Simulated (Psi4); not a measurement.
**C2H5AlO (SMILES [CH3][Al]1[CH2][O]1): levels of theory compared**

Aim: a comparison of 6 runs (B3LYP/6-31G*, BHLYP/6-31G*, M06-2X/6-31G*, PBE0/6-31G*, TPSS/6-31G*, r2SCAN/6-31G*) of C2H5AlO. 

The results are computed with Psi4 1.11.

1 further run of the same task is left out (set aside as unsound or not needed).

## 1. The structure to begin with

C2H5AlO has 9 atoms, charge 0, and is taken as a singlet. As SMILES, `[CH3][Al]1[CH2][O]1`. The C1–H6 distance was set to 1.637 Å, away from the relaxed value. At this shape a bond of the SMILES string is far longer than usual.

Bond lengths: C1–Al2 1.934 Å, Al2–C3 1.883 Å, Al2–O4 1.707 Å, C3–O4 1.488 Å, C1–H5 1.093 Å, C1–H7 1.094 Å, C3–H8 1.091 Å, C3–H9 1.091 Å. Some angles: C1–Al2–C3 171.7°, C1–Al2–O4 139.6°, C3–Al2–O4 48.7°, Al2–C3–O4 59.5°, Al2–O4–C3 71.8°, Al2–C1–H5 110.3°, Al2–C1–H7 110.1°, Al2–C3–H8 123.8°, Al2–C3–H9 123.8°, O4–C3–H8 112.4°. A long bond or contact: C1–H6 1.637 Å.

## 2. The energy at B3LYP/6-31G(d) (spherical functions) (run 1)

File run.py:

```python
import psi4

psi4.set_memory(2200000000)
psi4.set_num_threads(1)
psi4.set_output_file('output.dat', False)

mol = psi4.geometry("""
0 1
C     -0.556249     0.867297    -1.363502
Al     0.165951    -0.529603    -0.237802
C      0.793351    -1.733103     1.067298
O      0.903951    -2.062403    -0.379902
H      0.154351     1.122097    -2.154102
H     -0.900200     2.226000    -0.517500
H     -1.476549     0.523897    -1.844102
H      0.153151    -2.433403     1.605698
H      1.767851    -1.650303     1.550798
symmetry c1
no_reorient
no_com
""")

psi4.set_options({
    'puream': True,
    'e_convergence': 1e-09,
    'd_convergence': 1e-08,
    'scf_type': 'pk',
    'dft_radial_points': 99,
    'dft_spherical_points': 590,
})

result, w = psi4.energy('b3lyp/6-31G*', return_wfn=True)
psi4.oeprop(w, 'LOWDIN_CHARGES', 'DIPOLE', 'QUADRUPOLE')
print(f'total energy {result:.8f} hartree = {result * 27.211386:.5f} eV')
```

Command:

```console
python run.py
```

output.dat:

```text
[...]
  Running in c1 symmetry.
[...]
  Nuclear repulsion =  143.873077679218937
[...]
  Multiplicity = 1
[...]
  Nalpha       = 19
  Nbeta        = 19
[...]
    Number of basis functions: 70
[...]
   @RKS iter   1:  -396.22861632246020   -2.86735e-01   1.44001e-02 ADIIS/DIIS
[...]
   @RKS iter  13:  -396.77578379336882   -3.97904e-13   2.33745e-09 DIIS
[...]
    Orbital Energies [Eh]
    ---------------------
    Doubly Occupied:
       1A    -56.031825     2A    -19.104271     3A    -10.219427
       4A    -10.191431     5A     -4.132330     6A     -2.688945
       7A     -2.683619     8A     -2.681296     9A     -0.950705
      10A     -0.684436    11A     -0.612891    12A     -0.427211
      13A     -0.419701    14A     -0.412129    15A     -0.380023
      16A     -0.356612    17A     -0.316647    18A     -0.256941
      19A     -0.214577
[...]
  @RKS Final Energy:  -396.77578379336882
   => Energetics <=
    Nuclear Repulsion Energy =            143.8730776792189374
    One-Electron Energy =                -832.6745337469041033
    Two-Electron Energy =                 324.2691306750048739
    DFT Exchange-Correlation Energy =     -32.2434584006884961
    Empirical Dispersion Energy =           0.0000000000000000
    VV10 Nonlocal Energy =                  0.0000000000000000
    Total Energy =                       -396.7757837933688165
[...]
 Multipole Moments:
 ------------------------------------------------------------------------------------
     Multipole            Electronic (a.u.)      Nuclear  (a.u.)        Total (a.u.)
 ------------------------------------------------------------------------------------
 L = 1.  Multiply by 2.5417464519 to convert [e a0] to [Debye]
 Dipole X            :        -20.3563380           19.8613750           -0.4949630
 Dipole Y            :         55.3502197          -54.4063698            0.9438500
 Dipole Z            :         17.3469000          -17.5122318           -0.1653318
 Magnitude           :                                                    1.0785063
 L = 2.  Multiply by 1.3450342976 to convert [e a0^2] to [Debye ang]
 Quadrupole XX       :        -89.1160140           66.7470655          -22.3689484
 Quadrupole XY       :        121.5060191         -118.1871202            3.3188989
[...]
```

On the terminal:

```text
total energy -396.77578379 hartree = -10796.81901 eV
```

Run time: 23 s. Hardware: 1 thread of AMD EPYC 7R43 (Zen 3), shared host; peak memory 1.1 GiB.

## 3. Energy and gradient at BHLYP/6-31G(d) (spherical functions) (run 2)

File job.dat:

```
memory 2200 mb

molecule {
  C     -0.556249     0.867297    -1.363502
  Al     0.165951    -0.529603    -0.237802
  C      0.793351    -1.733103     1.067298
  O      0.903951    -2.062403    -0.379902
  H      0.154351     1.122097    -2.154102
  H     -0.900200     2.226000    -0.517500
  H     -1.476549     0.523897    -1.844102
  H      0.153151    -2.433403     1.605698
  H      1.767851    -1.650303     1.550798
  symmetry c1
  no_reorient
  no_com
}

set {
  basis 6-31G*
  reference rks
  puream true
  e_convergence 1e-09
  d_convergence 1e-08
  scf_type pk
  dft_radial_points 99
  dft_spherical_points 590
}

e_tot, wfn = gradient('bhhlyp', return_wfn=True)
oeprop(wfn, 'MAYER_INDICES', 'MULLIKEN_CHARGES', 'LOWDIN_CHARGES', title='BHHLYP')
```

Command:

```console
psi4 -i job.dat -o job.out -n 1
```

job.out:

```text
[...]
  Running in c1 symmetry.
[...]
  Nuclear repulsion =  143.873077679218937
[...]
  Multiplicity = 1
[...]
  Nalpha       = 19
  Nbeta        = 19
[...]
    Number of basis functions: 70
[...]
   @RKS iter   1:  -396.30816607104015   -6.69681e-01   1.14489e-02 ADIIS/DIIS
[...]
   @RKS iter  12:  -396.65579684298564   -7.56017e-12   5.40747e-09 DIIS
[...]
  @RKS Final Energy:  -396.65579684298564
   => Energetics <=
    Nuclear Repulsion Energy =            143.8730776792189374
    One-Electron Energy =                -832.6847104050532380
    Two-Electron Energy =                 312.7577191515284767
    DFT Exchange-Correlation Energy =     -20.6018832686797708
    Empirical Dispersion Energy =           0.0000000000000000
    VV10 Nonlocal Energy =                  0.0000000000000000
    Total Energy =                       -396.6557968429856373
[...]
 Multipole Moments:
 ------------------------------------------------------------------------------------
     Multipole            Electronic (a.u.)      Nuclear  (a.u.)        Total (a.u.)
 ------------------------------------------------------------------------------------
 L = 1.  Multiply by 2.5417464519 to convert [e a0] to [Debye]
 Dipole X            :        -20.4038871           19.8613750           -0.5425121
 Dipole Y            :         55.4464110          -54.4063698            1.0400413
 Dipole Z            :         17.3810246          -17.5122318           -0.1312073
 Magnitude           :                                                    1.1803477
[...]
  -Total Gradient:
     Atom            X                  Y                   Z
    ------   -----------------  -----------------  -----------------
       1        0.014820958377    -0.057124276887    -0.034520013734
       2        0.000549247710    -0.004340229910    -0.004670402410
       3       -0.000875548602     0.001925846298    -0.003310788198
       4        0.000191253190    -0.000617803596    -0.002135000204
       5        0.004820228824    -0.008636171581    -0.006262532740
       6       -0.020056977124     0.080045099614     0.051180891476
       7       -0.000007425577    -0.010475087651    -0.005332880653
       8       -0.003488810575    -0.002189261698     0.002658398110
       9        0.004054797201     0.001406771224     0.002406108558
[...]
```

Run time: 32 s. Hardware: 1 thread of AMD EPYC 7R43 (Zen 3), shared host; peak memory 1 GiB.

Run 3 isn't shown in full; the table further down has it.

## 4. A single-point energy at PBE0/6-31G(d) (spherical functions) (run 4)

Changes to run.py since step 2:

```diff
@@ -4,5 +4,5 @@
 psi4.set_num_threads(1)
-psi4.set_output_file('output.dat', False)
+psi4.core.set_output_file('run.log', False)
 
-mol = psi4.geometry("""
+m = psi4.geometry("""
 0 1
@@ -18,4 +18,2 @@
 symmetry c1
-no_reorient
-no_com
 """)
@@ -23,2 +21,3 @@
 psi4.set_options({
+    'basis': '6-31G*',
     'puream': True,
@@ -31,4 +30,3 @@
 
-result, w = psi4.energy('b3lyp/6-31G*', return_wfn=True)
-psi4.oeprop(w, 'LOWDIN_CHARGES', 'DIPOLE', 'QUADRUPOLE')
-print(f'total energy {result:.8f} hartree = {result * 27.211386:.5f} eV')
+e_tot = psi4.energy('pbe0')
+print(f'total energy {e_tot:.8f} hartree = {e_tot * 27.211386:.5f} eV')
```

Command:

```console
python run.py
```

run.log:

```text
[...]
  Running in c1 symmetry.
[...]
  Nuclear repulsion =  143.873077679218937
[...]
  Multiplicity = 1
[...]
  Nalpha       = 19
  Nbeta        = 19
[...]
    Number of basis functions: 70
[...]
   @RKS iter   1:  -395.99958600119373   -3.95805e-01   1.31319e-02 DIIS/ADIIS
[...]
   @RKS iter  13:  -396.45728852095192   -2.84217e-13   1.58846e-09 DIIS
[...]
    Orbital Energies [Eh]
    ---------------------
    Doubly Occupied:
       1A    -56.147179     2A    -19.181081     3A    -10.270120
       4A    -10.239166     5A     -4.177981     6A     -2.711369
       7A     -2.706065     8A     -2.703711     9A     -0.977626
      10A     -0.703411    11A     -0.631136    12A     -0.437857
      13A     -0.431403    14A     -0.425874    15A     -0.391893
      16A     -0.367798    17A     -0.326974    18A     -0.267504
      19A     -0.223005
[...]
  @RKS Final Energy:  -396.45728852095192
   => Energetics <=
    Nuclear Repulsion Energy =            143.8730776792189374
    One-Electron Energy =                -832.6745866437931909
    Two-Electron Energy =                 322.3371753481828819
    DFT Exchange-Correlation Energy =     -29.9929549045605164
    Empirical Dispersion Energy =           0.0000000000000000
    VV10 Nonlocal Energy =                  0.0000000000000000
    Total Energy =                       -396.4572885209519200
[...]
 Multipole Moments:
 ------------------------------------------------------------------------------------
     Multipole            Electronic (a.u.)      Nuclear  (a.u.)        Total (a.u.)
 ------------------------------------------------------------------------------------
 L = 1.  Multiply by 2.5417464519 to convert [e a0] to [Debye]
 Dipole X            :          1.0450380           -1.5548945           -0.5098565
 Dipole Y            :         -2.3261259            3.3085794            0.9824535
 Dipole Z            :         -0.0155958           -0.1449940           -0.1605898
 Magnitude           :                                                    1.1184621
[...]
```

Standard output:

```text
total energy -396.45728852 hartree = -10788.15231 eV
```

Wall time 30 s (1 thread of AMD EPYC 7R43 (Zen 3), shared host); peak memory 1.1 GiB.

Run 5 isn't shown in full; the table further down has it.

## 5. Energy and gradient at r2SCAN/6-31G(d) (spherical functions) (run 6)

File c2h5alo.xyz:

```xyz
9
C2H5AlO
C     -0.556249     0.867297    -1.363502
Al     0.165951    -0.529603    -0.237802
C      0.793351    -1.733103     1.067298
O      0.903951    -2.062403    -0.379902
H      0.154351     1.122097    -2.154102
H     -0.900200     2.226000    -0.517500
H     -1.476549     0.523897    -1.844102
H      0.153151    -2.433403     1.605698
H      1.767851    -1.650303     1.550798
```

File job.py:

```python
import psi4

psi4.set_memory('2200 MB')
psi4.set_num_threads(1)
psi4.core.set_output_file('c2h5alo.out', False)

with open('c2h5alo.xyz') as f:
    atoms = ''.join(f.readlines()[2:])
geom = psi4.geometry('0 1\n' + atoms + 'symmetry c1\nno_reorient\nno_com')

psi4.set_options({
    'basis': '6-31G*',
    'reference': 'rks',
    'puream': True,
    'e_convergence': 1e-09,
    'd_convergence': 1e-08,
    'scf_type': 'pk',
    'dft_radial_points': 99,
    'dft_spherical_points': 590,
})

energy_value, wavefunction = psi4.gradient('r2scan', return_wfn=True)
psi4.oeprop(wavefunction, 'MAYER_INDICES', 'QUADRUPOLE', 'LOWDIN_CHARGES', title='R2SCAN')
print('gradient / Eh bohr^-1')
print(energy_value.np.round(6))
print(f'energy = {wavefunction.energy():.10f} Eh')
```

Command:

```console
python job.py
```

c2h5alo.out:

```text
[...]
  Running in c1 symmetry.
[...]
  Nuclear repulsion =  143.873077679218937
[...]
  Multiplicity = 1
[...]
  Nalpha       = 19
  Nbeta        = 19
[...]
    Number of basis functions: 70
[...]
   @RKS iter   1:  -396.06684872791732   -1.93888e-01   1.46271e-02 ADIIS/DIIS
[...]
   @RKS iter  13:  -396.63641014045965   -2.50111e-12   3.43029e-09 DIIS
[...]
  @RKS Final Energy:  -396.63641014045965
   => Energetics <=
    Nuclear Repulsion Energy =            143.8730776792189374
    One-Electron Energy =                -832.6309559495806525
    Two-Electron Energy =                 331.8976912197508682
    DFT Exchange-Correlation Energy =     -39.7762230898487701
    Empirical Dispersion Energy =           0.0000000000000000
    VV10 Nonlocal Energy =                  0.0000000000000000
    Total Energy =                       -396.6364101404596454
[...]
  -Total Gradient:
     Atom            X                  Y                   Z
    ------   -----------------  -----------------  -----------------
       1        0.012710240695    -0.053773229941    -0.037818513558
       2        0.005677360955    -0.014758991613    -0.005580875081
       3        0.000682395138    -0.001546290039    -0.007837077774
       4       -0.004948546755     0.010709987166     0.008796262270
       5        0.000263274360    -0.010136729403    -0.000925718589
       6       -0.018586725279     0.074437014822     0.047841842998
       7        0.005845083399    -0.008097647989    -0.002091025899
       8        0.001315803917     0.002699893758    -0.001153326186
       9       -0.002972561807     0.000574157124    -0.000983799057
[...]
 Multipole Moments:
 ------------------------------------------------------------------------------------
     Multipole            Electronic (a.u.)      Nuclear  (a.u.)        Total (a.u.)
 ------------------------------------------------------------------------------------
 L = 1.  Multiply by 2.5417464519 to convert [e a0] to [Debye]
 Dipole X            :        -20.3488738           19.8613750           -0.4874989
 Dipole Y            :         55.3392123          -54.4063698            0.9328426
 Dipole Z            :         17.3367975          -17.5122318           -0.1754343
 Magnitude           :                                                    1.0670649
 L = 2.  Multiply by 1.3450342976 to convert [e a0^2] to [Debye ang]
 Quadrupole XX       :        -89.0333592           66.7470655          -22.2862936
 Quadrupole XY       :        121.4375674         -118.1871202            3.2504472
[...]
```

Standard output:

```text
gradient / Eh bohr^-1
[[ 0.01271  -0.053773 -0.037819]
 [ 0.005677 -0.014759 -0.005581]
 [ 0.000682 -0.001546 -0.007837]
 [-0.004949  0.01071   0.008796]
 [ 0.000263 -0.010137 -0.000926]
 [-0.018587  0.074437  0.047842]
 [ 0.005845 -0.008098 -0.002091]
 [ 0.001316  0.0027   -0.001153]
 [-0.002973  0.000574 -0.000984]]
energy = -396.6364101405 Eh
```

Run time: 53 s. Hardware: 1 thread of AMD EPYC 7R43 (Zen 3), shared host; peak memory 1.3 GiB.

## 6. Overview of the runs

| run | level | task | energy (Eh) | dipole moment (D) | HOMO energy (eV) | LUMO energy (eV) | wall time |
| --- | --- | --- | --- | --- | --- | --- | --- |
| 1 | B3LYP/6-31G* (spherical functions) | energy | -396.775784 | 2.74 | -5.84 | -1.21 | 23 s |
| 2 | BHLYP/6-31G* (spherical functions) | gradient | -396.655797 | 3.00 | -7.23 | -0.07 | 32 s |
| 3 | M06-2X/6-31G* (spherical functions) | gradient | -396.657752 | 3.00 | -7.28 | -0.17 | 76 s |
| 4 | PBE0/6-31G* (spherical functions) | energy | -396.457289 | 2.84 | -6.07 | -0.96 | 30 s |
| 5 | TPSS/6-31G* (spherical functions) | gradient | -396.802463 | 2.50 | -4.92 | -1.69 | 61 s |
| 6 | r2SCAN/6-31G* (spherical functions) | gradient | -396.636410 | 2.71 | -5.04 | -1.65 | 53 s |

## 7. Results

| quantity | value |
| --- | --- |
| run 6: total energy | -396.63641 Eh |
| run 6: dipole moment | 2.71 D |
| run 6: HOMO energy | -5.04 eV |
| run 6: LUMO energy | -1.65 eV |
| run 6: HOMO–LUMO gap | 3.39 eV |
| run 6: largest force on an atom | 4.649 eV/Å |

The dipole moment (its size) runs from 2.50 D (TPSS/6-31G*) to 3.00 D (M06-2X/6-31G*). The HOMO–LUMO gap runs from 3.23 eV (TPSS/6-31G*) to 7.17 eV (BHLYP/6-31G*). Totals of different functionals can't be ranked against each other. All runs together took 4.6 min, the longest 76 s.
